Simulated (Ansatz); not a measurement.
# AlSn (P-6m2) in Ansatz: further runs

The runs below take AlSn through single point, with PBE.

Everything below comes from runs of Ansatz 0.2.0. Logs are shortened: lines on timing, memory, paths and dates and some standing lists are left out, and cuts for length are marked.

### Step 1. Starting point

It takes space group P-6m2 (No. 187, hexagonal). Conventional cell: a = 4.198 Å, b = 4.198 Å, c = 3.307 Å, α = 90.00°, β = 90.00°, γ = 120.00°. Around Sn (site symmetry -6m2) lie 6 Al at 2.93 Å and 2 Sn at 3.31 Å. Al (site symmetry -6m2) has 6 Sn at 2.93 Å and 2 Al at 3.31 Å as nearest neighbours.

The cell comes from a database or a generator and needn't be the stable form of this composition.

### Step 2. Single point, PBE

File input.yaml:

```yaml
crystal:
  lattice:
    - [4.1981056157, 0.0, 0.0]
    - [-2.0990528078, 3.6356661109, 0.0]
    - [0.0, 0.0, 3.306847]
  atoms:
    - { symbol: Sn, position: [0.3333333333, 0.6666666667, 0.5] }
    - { symbol: Al, position: [0.0, 0.0, 0.0] }
hamiltonian:
  xc: pbe
  pseudopotentials: { kind: paw }
kpoints:
  mp_grid: { grid: [7, 7, 8] }
scf:
  occupations: { method: gaussian, width: 0.015 }
output:
  forces: true
  stress: true
  eigenvalues: true
  write_density: true
  write_potential: true
  elf: true
  volumetric_format: npy
```

Potentials or basis: Ansatz PAW.

Run with:

```console
$ ansatz run input.yaml --threads 2 --pin off --max-ram 5632MiB --backend cpu --events-out ev --progress --plain --runs-dir out
```

The program printed:

```text
Warning: RAYON_NUM_THREADS=2 ignored (pool sized by the plan → 2); use --threads N
Engine: ansatz 0.2.0, aarch64-unknown-linux-gnu
Pseudopotentials: kind: paw
Pseudopotential: Sn, paw, valence charge 14, recommended cutoff 420 eV (normal), Sn.paw.azcp
Pseudopotential: Al, paw, valence charge 3, recommended cutoff 420 eV (normal), Al.paw.azcp
Functional definition: PBE
  parameter kappa = 0.804
  parameter beta = 0.06672455060314922
  exchange = pbe_x(kappa = kappa, mu = beta*pi^2/3)
  correlation = pbe_c(beta = beta)
Crystal: 2 atoms, lattice volume = 50.472 Å³
Basis set: ecut = 420 eV, 953 PW (Γ), exchange–correlation on 60×60×48 points (8 copies of the dense FFT grid, shifted against one another)
Bands: 13, of which v1, the nominal top of the filled ones, is band 9 counted from 1 (8 counted from 0)
Symmetry: 12 space group operations
Space group: P-6m2 (ITA 187), of the structure as read, at distance tolerance 3.7e-5 Å
k-points: 40 of 392 (time reversal used)
Non-local potential: Sn, projectors of the file, l = 0: 2, l = 1: 2, l = 2: 2, l = 3: 2
Non-local potential: Al, projectors of the file, l = 0: 2, l = 1: 2, l = 2: 1
PAW form: soft (Blöchl's): semilocal exchange-correlation on the pseudo side does not see the compensation charge
PAW one-centre angular grid: Sn, 590 points (default); XC on 64 Gauss nodes
PAW one-centre angular grid: Al, 110 points (default); XC on 64 Gauss nodes
Initial density: superposition of atomic densities (neutral atoms: chi_scale 0, normalization atom), corrected by the library's trained network
Initial wavefunctions: pseudopotential atomic-orbital guess
Functional: x = pbe(κ = 0.804, μ = 0.2195149727645171), c = pbe(β = 0.06672455060314922)
SCF iter   1: F=—  HF=-6561.324006 eV  |F-HF|=—  |Δ(HF+E_count)|=         —  Δρ=1.92e-3  dr2=2.59e-3  ethr=1.77e-3  ⟨swp⟩=6.2  Hψ=3401  notcnv=0
preconditioner: auto → none  [insulator: Δε(μ)=0.094 eV  Ē_g=18.311 eV  σ=0.015 eV  W_gap=0.75  n_scr=8 (ndim 8)  ℏωp=21.6 eV  f_vac=0.000  D(μ)=0.61/eV (n_scr^D=0)  ε∞_Penn≈2.4]
SCF iter   2: F=—  HF=-6561.323053 eV  |F-HF|=—  |Δ(HF+E_count)|=   9.53e-4  Δρ=8.74e-4  dr2=3.81e-4  ethr=1.52e-5  ⟨swp⟩=2.0  Hψ=1311  notcnv=0  defer=26
SCF iter   3: F=—  HF=-6561.323063 eV  |F-HF|=—  |Δ(HF+E_count)|=   1.06e-5  Δρ=2.91e-4  dr2=4.01e-5  ethr=2.24e-6  ⟨swp⟩=2.0  Hψ=985  notcnv=0  defer=26
SCF iter   4: F=—  HF=-6561.323089 eV  |F-HF|=—  |Δ(HF+E_count)|=   2.53e-5  Δρ=8.81e-5  dr2=2.21e-6  ethr=2.36e-7  ⟨swp⟩=2.6  Hψ=754  notcnv=0  defer=26
SCF iter   5: F=—  HF=-6561.323091 eV  |F-HF|=—  |Δ(HF+E_count)|=   2.80e-6  Δρ=1.93e-5  dr2=1.13e-7  ethr=1.30e-8  ⟨swp⟩=2.0  Hψ=828  notcnv=0  defer=26
SCF iter   6: F=-6561.323091 eV  HF=-6561.323091 eV  |F-HF|=3.62e-10  |Δ(HF+E_count)|=   5.00e-8  Δρ=3.93e-6  dr2=6.75e-9  ethr=5.88e-10  ⟨swp⟩=10.6  Hψ=3361  notcnv=0
SCF 1 converged in 6 iterations: F = -6561.323091 eV  dr2 = 6.75e-9
SCF converged after 6 iterations
Free energy (F): -6561.323091 eV
Harris-Foulkes:  -6561.323091 eV  (|F-HF|=3.62e-10)
Internal energy: -6561.323023 eV  (E = F + TS)
E sigma→0 (E₀):  -6561.323057 eV
Entropy (-TS):   -0.000069 eV (-0.034 meV/atom)
Fermi energy:    7.895852 eV
--- Per-component energies (eV) ---
  E_band       = -108.266355
  E_kinetic    = 207.406517
  E_local      = -1142.404022  (includes V_loc(G=0)·N_el)
  E_nonlocal   = -21.609956
  E_hartree    = 665.554379
  E_xc         = -421.153916
  E_vxc        = -123.529142  (∫ρ·V_xc dr)
  E_paw        = -4603.766954  (= ΣΔE_a)
  E_vpaw       = -359.241801  (= ΣTr[D̂ρ^β])
  E_aug_tail   = -0.000003  (compensation charges beyond the density's cutoff)
  E_ewald      = -1245.349068
  E_smearing   = -0.000069  (= −TS)
  E_closure    = -0.000000  (closes the sum)
  Σ components = -6561.323091   (vs F -6561.323091, Δ=0.00e0)
--- Forces (eV/Å), atoms counted from 1 ---
  atom   1  Sn     0.00000000     0.00000000     0.00000000
  atom   2  Al    -0.00000000    -0.00000000     0.00000000
  max |Σ_I F_I| component: 1.85e-17 eV/Å
--- Stress (GPa, compression-positive) ---
        0.009177       0.000000       0.000000
        0.000000       0.009177       0.000000
        0.000000       0.000000       0.820702
  P = ⅓ Tr σ = 0.2797 GPa (2.797 kbar)
--- Band table (eV; the first three rows and the last of 40) ---
  k-point 0: bands = ["-13.4669", "-13.3610", "-13.3610", "-13.3417", "-13.3417", "-2.5534", "7.6739", "7.6739", "8.5890", "10.4977", "11.0158", "11.0158", "13.0658"]
  k-point 1: bands = ["-13.4411", "-13.3599", "-13.3599", "-13.3511", "-13.3511", "-2.3344", "7.9030", "7.9030", "8.0771", "9.1241", "11.1891", "11.1891", "14.0404"]
  k-point 2: bands = ["-13.3786", "-13.3741", "-13.3741", "-13.3569", "-13.3569", "-1.6775", "5.5432", "8.5735", "8.5735", "9.5338", "11.6666", "11.6666", "14.5079"]
  k-point 39: bands = ["-13.4170", "-13.4127", "-13.3477", "-13.3400", "-13.2773", "2.3765", "3.9848", "4.9402", "5.5884", "7.2526", "8.2679", "15.0085", "15.4082"]
```

Wall time 1.7 s (2 threads of Arm Neoverse V2, shared host); peak memory 0.32 GiB.

Results:

| Item | Value |
| --- | --- |
| Free energy | -6561.3231 eV |
| Pressure | 0.3 GPa |
| Band gap on the k mesh | none (metal or under the smearing width) |

Stress tensor (GPa, compression positive):
```
0.01 0.00 0.00
0.00 0.01 0.00
0.00 0.00 0.82
```

Levels at points of the mesh, in eV from the Fermi level:
```
            k point  band 4  band 5  band 6  band 7  band 8  band 9  band 10  band 11  band 12  band 13
 (0.00, 0.00, 0.00)  -21.24  -21.24  -10.45   -0.22   -0.22    0.69     2.60     3.12     3.12     5.17
(0.00, 0.00, -0.50)  -21.25  -21.19   -7.42   -6.22    2.72    2.72     3.57     3.57     3.77     4.16
```

### Step 3. Single point, PBE

Edit input.yaml of step 2 so:

```diff
@@ -14,3 +14,3 @@
 scf:
-  occupations: { method: gaussian, width: 0.015 }
+  occupations: { method: gaussian, width: 0.016 }
 output:
@@ -19,5 +19 @@
   eigenvalues: true
-  write_density: true
-  write_potential: true
-  elf: true
-  volumetric_format: npy
```

Potentials or basis: Ansatz PAW.

Run with:

```console
$ ansatz run input.yaml --threads 2 --pin off --max-ram 5632MiB --backend cpu --events-out ev --progress --plain --runs-dir out
```

Run time: 1.2 s. Hardware: 2 threads of Arm Neoverse V2, shared host; peak memory 0.31 GiB.

Results (log left out):

```
Free energy            : -6561.3231 eV
Pressure               : 0.3 GPa
Band gap on the k mesh : none (metal or under the smearing width)
```

Stress tensor (GPa, compression positive):
```
0.01 0.00 0.00
0.00 0.01 0.00
0.00 0.00 0.82
```

Levels at points of the mesh, in eV from the Fermi level:
```csv
k point,band 6,band 7,band 8,band 9,band 10,band 11
"(0.00, 0.00, 0.00)",-10.45,-0.22,-0.22,0.69,2.60,3.12
"(0.00, 0.00, -0.50)",-7.42,-6.22,2.72,2.72,3.57,3.57
```
